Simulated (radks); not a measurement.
# Valence configurations of Yb³⁺

One table from this session's results is given with a row withheld; the runs are named, their logs left out.

Program: radks (a radial shooting solver on a logarithmic mesh, Libxc functionals) version 1. Level of theory: scalar-relativistic Kohn-Sham, BLYP, spin-unpolarised, spherical densities, finite nucleus. These are calculated values, not measurements, unless marked.

## Starting point

| Quantity | Value |
| --- | --- |
| element | ytterbium (Z = 70) |
| charge | +3 |
| electrons | 67 |
| configuration | [Xe] 4f13 |
| nuclear rms radius | 5.3108 fm |
| others tried | 4f12 6s1; 4f12.5 6p0.5; 4f12 6p1; 4f11.5 6s1 6p0.5; 4f12.5 5d0.5; 4f11 6p2; 4f12 5d1; 4f11 6s1 6p1 |

The outer shells:

Yb³⁺
```
[Xe] core
4f [↑↓][↑↓][↑↓][↑↓][↑↓][↑↓][↑ ]
```

Set-up of the first run:

The run's settings:

```text
Z 70
configuration [Xe] 4f13
relativity scalar-relativistic
functional b88,lyp
spin unpolarised
nucleus finite rms 5.3108 fm
c 137.035999084
```

Among the steps run: [Xe] 4f13.

One table of the session follows, with a row left open; its other results are not shown here.

It belongs to the step «[Xe] 4f13». From the orbitals of this run (lengths in bohr):

| level | <r> | outermost maximum (interpolated) | 90 % within | nodes |
| --- | --- | --- | --- | --- |
| 3p | 0.2162 | 0.197 | 0.323 | 1 |
| 3d | 0.1961 | 0.160 | 0.305 | 0 |
| 4s | 0.4876 | 0.455 | 0.700 | 3 |
| 4p | 0.5177 | 0.476 | 0.753 | 2 |
| 4d | 0.5587 | 0.490 | 0.840 | 1 |
| 5s | 1.186 | 1.06 | 1.71 | 4 |
| 5p | ? | ? | ? | ? |
| 4f | 0.7328 | 0.480 | 1.26 | 0 |

**Question.** Estimate the row for 5p.

As computed: <r>: 1.393; outermost maximum (interpolated): 1.21; 90 % within: 2.04; nodes: 3. In the column «<r>» it is the highest.
